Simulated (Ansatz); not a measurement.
# CH₂BBrO: a ladder of functionals and wavefunction methods

The task here is to estimate one member of a computed series from the others.

The runs use Ansatz 0.2.0, Gaussian basis; functionals in def2-TZVPP, the program's frozen cores in correlated methods.

Plan: LDA (SPW92), PBE-D4, revPBE-D4, BLYP-D4, r2SCAN-D4, B97M-V, PBE0-D4, B3LYP-D4, r2SCANh-D4, r2SCAN0-D4, HSE06-D4, BHLYP-D4, CAM-B3LYP-D4, LC-ωPBE, ωB97X-V, ωB97M-V, B2PLYP, PBE-QIDH; CCSD(T)/def2-SVP; CCSD(T)/def2-TZVPP; MP2/def2-QZVPP; extrapolation to the limit; RPA on PBE.

### Structure used throughout

All runs share one geometry, relaxed beforehand with PBE0-D4 in a triple-zeta def2 set.

SMILES `BrC1BO1`, 6 atoms, charge 0, spin multiplicity 1.

Atoms are counted from 1 here; the program's logs count them from 0.

Bond lengths: Br1–C2 1.916 Å, C2–B3 1.503 Å, C2–O4 1.465 Å, C2–H5 1.083 Å, B3–O4 1.336 Å, B3–H6 1.181 Å. Angles: Br1–C2–B3 121.3°, Br1–C2–O4 115.0°, Br1–C2–H5 110.1°, B3–C2–O4 53.5°, B3–C2–H5 127.5°, O4–C2–H5 113.7°, C2–B3–O4 61.8°, C2–B3–H6 159.8°, O4–B3–H6 138.4°, C2–O4–B3 64.7°.

As a file:

```mol
CH2BBrO
  3D, bonds by distance, orders not assigned

  6  6  0  0  0  0  0  0  0  0999 V2000
    1.7560    0.5752   -1.1579 Br  0  0
    0.3316   -0.3810   -0.3055 C   0  0
   -0.5476    0.2789    0.7200 B   0  0
   -1.0060    0.1730   -0.5301 O   0  0
    0.4076   -1.4381   -0.5263 H   0  0
   -0.8994    0.7281    1.7537 H   0  0
  1  2  8  0
  2  3  8  0
  3  4  8  0
  2  5  8  0
  3  6  8  0
  2  4  8  0
M  END
```

Set-up of the first run:

in.yaml

```yaml
crystal:
  periodic: [false, false, false]
  atoms:
    - {symbol: Br, position_ang: [1.756025, 0.575166, -1.157926]}
    - {symbol: C, position_ang: [0.331562, -0.381025, -0.305504]}
    - {symbol: B, position_ang: [-0.547613, 0.278878, 0.720001]}
    - {symbol: O, position_ang: [-1.005988, 0.172961, -0.530118]}
    - {symbol: H, position_ang: [0.407556, -1.438058, -0.526326]}
    - {symbol: H, position_ang: [-0.899442, 0.728077, 1.753672]}
basis:
  gaussian: {orbitals: def2-TZVPP}
hamiltonian: {xc: lda}
output: {orbitals: {seedname: orbitals}}
```

Run with:

```
> ansatz run in.yaml --threads 2 --pin off --events-out ev --progress --plain --max-ram 4352MiB
```

Among the steps run: LDA; PBE-D4 (GGA); revPBE-D4 (GGA); BLYP-D4 (GGA); r2SCAN-D4 (meta-GGA); B97M-V (meta-GGA); B3LYP-D4 (hybrid); r2SCANh-D4 (hybrid); r2SCAN0-D4 (hybrid); HSE06-D4 (hybrid); BHLYP-D4 (hybrid); CAM-B3LYP-D4 (range-separated); LC-ωPBE (range-separated); ωB97X-V (range-separated); ωB97M-V (range-separated); B2PLYP (double hybrid); PBE-QIDH (double hybrid).

One table of the session follows, with a row left open; its other results are not shown here.

It belongs to the step «Frontier levels by functional». 

| functional | HOMO (eV) | gap (eV) |
| --- | --- | --- |
| LDA (SPW92) | -6.67 | 4.22 |
| PBE-D4 | -6.50 | 4.34 |
| revPBE-D4 | -6.44 | 4.40 |
| BLYP-D4 | -6.37 | 4.34 |
| r2SCAN-D4 | -6.76 | 4.92 |
| B97M-V | -6.84 | 5.01 |
| PBE0-D4 | -7.77 | 6.63 |
| B3LYP-D4 | -7.55 | 6.16 |
| r2SCANh-D4 | -7.23 | 5.75 |
| r2SCAN0-D4 | -7.94 | 6.99 |
| HSE06-D4 | -7.37 | 5.84 |
| BHLYP-D4 | -8.93 | 8.81 |
| CAM-B3LYP-D4 | ? | ? |
| LC-ωPBE | -10.51 | 11.73 |
| ωB97X-V | -10.13 | 11.24 |
| ωB97M-V | -10.00 | 10.86 |

**Question.** Estimate the row for CAM-B3LYP-D4.

As computed: HOMO (eV): -9.14; gap (eV): 9.11. In the column «HOMO (eV)» it lies between ωB97M-V (-10.00) and BHLYP-D4 (-8.93).
